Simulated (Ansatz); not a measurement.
# MgRuO: the cost of one run

Method: DFT PBE, scalar-relativistic, plane waves, PAW, in Ansatz 0.2.0.

**1. The system as given**

It takes space group Cmmm (No. 65, orthorhombic). The conventional cell has a = 4.026 Å, b = 4.430 Å, c = 4.998 Å, α = 90.00°, β = 90.00°, γ = 90.00°. Around Mg (site symmetry mmm) lie 4 Ru at 2.01 to 2.22 Å and 2 O at 2.50 Å. Ru (site symmetry mmm) has 4 Mg at 2.01 to 2.22 Å in its first shell of neighbours. O (site symmetry mmm) is surrounded by 2 Mg at 2.50 Å.

Structure file:

```cif
data_structure
_symmetry_space_group_name_H-M 'P 1'
_symmetry_Int_Tables_number 1
_cell_length_a 2.9932
_cell_length_b 2.9932
_cell_length_c 4.9985
_cell_angle_alpha 90.000
_cell_angle_beta 90.000
_cell_angle_gamma 95.472
_cell_volume 44.58
loop_
_atom_site_label
_atom_site_type_symbol
_atom_site_fract_x
_atom_site_fract_y
_atom_site_fract_z
_atom_site_occupancy
Mg1 Mg 0.00000 0.00000 0.00000 1
Ru1 Ru 0.50000 0.50000 0.00000 1
O1 O 0.00000 0.00000 0.50000 1
```

Recipe of the guess: random cell by space group and Wyckoff sites (Cmmm, No. 65). Its size is a rough estimate.

**2. The guess as it stands, on a coarse mesh**

Contents of input.yaml:

```yaml
crystal:
  lattice:
    - [2.01309597, -2.21514334, 0.0]
    - [2.01309597, 2.21514334, 0.0]
    - [0.0, 0.0, 4.99849675]
  atoms:
    - { symbol: Mg, position: [0.0, 0.0, 0.0] }
    - { symbol: Ru, position: [0.5, 0.5, 0.0], spin: 1.0 }
    - { symbol: O, position: [0.0, 0.0, 0.5] }
basis:
  ecutwfc: 420
kpoints:
  mp_grid: { grid: [6, 6, 4] }
hamiltonian:
  xc: pbe
scf:
  occupations: { method: gaussian, width: 0.1 }
  lower_state_search: "off"
output:
  forces: true
  stress: true
  eigenvalues: true
  populations: true
magnetization:
  spin_polarized: true
```

Launch:

```
$ ansatz run input.yaml --threads 1 --pin off --max-ram 2560MiB --backend cpu --events-out ev --progress --plain --runs-dir out
```

Q: Estimate wall time and peak memory on 1 thread of Intel Xeon at 2.50GHz (Skylake/Cascade Lake), shared host.

About 20 s, with a peak of 0.37 GiB.
